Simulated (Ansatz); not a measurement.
# CH₄F₂InN: up Jacob's ladder to CCSD(T)

One table from this session's results is given with a row withheld; the runs are named, their logs left out.

Method: functionals in def2-TZVPP, the program's frozen cores in correlated methods; program: Ansatz 0.2.0, Gaussian basis.

Plan: LDA (SPW92), PBE-D4, revPBE-D4, BLYP-D4, r2SCAN-D4, B97M-V, PBE0-D4, B3LYP-D4, r2SCANh-D4, r2SCAN0-D4, HSE06-D4, BHLYP-D4, CAM-B3LYP-D4, LC-ωPBE, ωB97X-V, ωB97M-V, B2PLYP, PBE-QIDH; CCSD(T)/def2-SVP; CCSD(T)/def2-TZVPP; MP2/def2-QZVPP; extrapolation to the limit; RPA on PBE.

**The geometry**

An earlier PBE0-D4 in a triple-zeta def2 set relaxation fixed the geometry. In takes the def2 core potential; no spin-orbit term is included.

SMILES `C[NH][In]([F])[F]`, 9 atoms, charge 0, spin multiplicity 1.

Atoms are counted from 1 here; the program's logs count them from 0.

Bond lengths: C1–N2 1.453 Å, C1–H6 1.091 Å, C1–H7 1.096 Å, C1–H8 1.095 Å, N2–In3 1.990 Å, N2–H9 1.009 Å, In3–F4 1.938 Å, In3–F5 1.936 Å. Angles: N2–C1–H6 110.1°, N2–C1–H7 114.1°, N2–C1–H8 109.8°, H6–C1–H7 107.6°, H6–C1–H8 107.0°, H7–C1–H8 107.9°, C1–N2–In3 123.3°, C1–N2–H9 112.9°, In3–N2–H9 114.7°, N2–In3–F4 122.3°, N2–In3–F5 125.2°, F4–In3–F5 111.9°.

As a file:

```mol
CH4F2InN
  3D, bonds by distance, orders not assigned

  9  8  0  0  0  0  0  0  0  0999 V2000
   -0.4184   -1.2049    0.5445 C   0  0
    0.0514    0.1626    0.6880 N   0  0
    0.4087    1.3627   -0.8581 In  0  0
   -0.4007    1.0827   -2.5967 F   0  0
    1.3801    3.0347   -0.7731 F   0  0
   -1.1091   -1.2787   -0.2974 H   0  0
    0.3808   -1.9379    0.3829 H   0  0
   -0.9724   -1.5026    1.4410 H   0  0
    0.6796    0.2815    1.4689 H   0  0
  1  2  8  0
  2  3  8  0
  3  4  8  0
  3  5  8  0
  1  6  8  0
  1  7  8  0
  1  8  8  0
  2  9  8  0
M  END
```

Set-up of the first run:

File in.yaml:

```yaml
crystal:
  periodic: [false, false, false]
  atoms:
    - {symbol: C, position_ang: [-0.418439, -1.204910, 0.544512]}
    - {symbol: N, position_ang: [0.051359, 0.162590, 0.688004]}
    - {symbol: In, position_ang: [0.408696, 1.362733, -0.858069]}
    - {symbol: F, position_ang: [-0.400686, 1.082715, -2.596671]}
    - {symbol: F, position_ang: [1.380130, 3.034681, -0.773109]}
    - {symbol: H, position_ang: [-1.109073, -1.278719, -0.297447]}
    - {symbol: H, position_ang: [0.380834, -1.937933, 0.382855]}
    - {symbol: H, position_ang: [-0.972381, -1.502644, 1.441002]}
    - {symbol: H, position_ang: [0.679561, 0.281487, 1.468923]}
basis:
  gaussian: {orbitals: def2-TZVPP}
hamiltonian: {xc: lda}
output: {orbitals: {seedname: orbitals}}
```

Started as:

```console
$ ansatz run in.yaml --threads 4 --pin off --events-out ev --progress --plain --max-ram 10444MiB
```

Among the steps run: LDA; PBE-D4 (GGA); revPBE-D4 (GGA); BLYP-D4 (GGA); r2SCAN-D4 (meta-GGA); B97M-V (meta-GGA); B3LYP-D4 (hybrid); r2SCANh-D4 (hybrid); r2SCAN0-D4 (hybrid); HSE06-D4 (hybrid); BHLYP-D4 (hybrid); CAM-B3LYP-D4 (range-separated); LC-ωPBE (range-separated); ωB97X-V (range-separated); ωB97M-V (range-separated); B2PLYP (double hybrid); PBE-QIDH (double hybrid).

One table of the session follows, with a row left open; its other results are not shown here.

It belongs to the step «Orbital energies across the functionals». 

| functional | HOMO (eV) | LUMO (eV) | gap (eV) |
| --- | --- | --- | --- |
| LDA (SPW92) | -6.30 | -3.43 | 2.87 |
| PBE-D4 | -6.09 | -3.09 | 3.00 |
| revPBE-D4 | -6.01 | -2.94 | 3.07 |
| BLYP-D4 | -6.01 | -3.09 | 2.92 |
| r2SCAN-D4 | ? | ? | ? |
| B97M-V | -6.42 | -3.02 | 3.39 |
| PBE0-D4 | -7.44 | -2.18 | 5.26 |
| B3LYP-D4 | -7.24 | -2.54 | 4.70 |
| r2SCANh-D4 | -6.86 | -2.53 | 4.32 |
| r2SCAN0-D4 | -7.63 | -2.04 | 5.58 |
| HSE06-D4 | -7.03 | -2.55 | 4.48 |
| BHLYP-D4 | -8.74 | -1.37 | 7.37 |
| CAM-B3LYP-D4 | -8.86 | -1.26 | 7.61 |
| LC-ωPBE | -10.18 | 0.14 | 10.32 |
| ωB97X-V | -9.83 | -0.07 | 9.76 |
| ωB97M-V | -9.75 | -0.26 | 9.49 |

Q: Estimate the row for r2SCAN-D4 from the others.

Worked estimate for «HOMO (eV)». Against the share of exact exchange, r2SCANh-D4 (0.1, -6.86), r2SCAN0-D4 (0.25, -7.63) give a slope of -5.13 per unit share; at 0 the line stands at -6.35.

**Answer.** HOMO (eV): -6.35; LUMO (eV): -2.86; gap (eV): 3.49. In «HOMO (eV)» the line misses by 0.00.
